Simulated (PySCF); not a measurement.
# C5H6N2: the cost of one run

Programs: PySCF 2.14.0, with routines of our own; each step states its level. All values are computed. Atoms count from 0.

### Step 1. The starting structure

13 atoms, charge 0, multiplicity 1; geometry from: GFN2-xTB.

### Step 2. Optimising the geometry at PBE0/def2-SVP

The job: settings as JSON, then the geometry in Å.

```
{"job": {"xc": "PBE0", "basis": "def2-SVP", "grid": 1, "kind": "geom"}, "charge": 0, "multiplicity": 1}
C      1.977279    -0.520574    -0.255541
C      0.543616    -0.145038    -0.073040
C      0.147399     0.882588     0.786647
N     -1.120361     1.214221     0.948690
C     -2.018827     0.527101     0.256011
C     -1.637015    -0.493823    -0.600939
N     -0.364990    -0.825456    -0.761995
H      2.411306    -0.824353     0.695885
H      2.544896     0.330835    -0.628021
H      2.049541    -1.340662    -0.964056
H      0.869929     1.451858     1.356692
H     -3.052832     0.808021     0.397035
H     -2.354330    -1.064232    -1.175096
```

On the command line:

```sh
> OMP_NUM_THREADS=1 python excited_run.py task.json out
```

One launch serves the whole session: the jobs run in the order shown.

Q: Estimate the wall time and peak memory of this first job on 1 thread of Intel Xeon Platinum 8488C, shared host.

About 26 s, with a peak of 0.58 GiB.
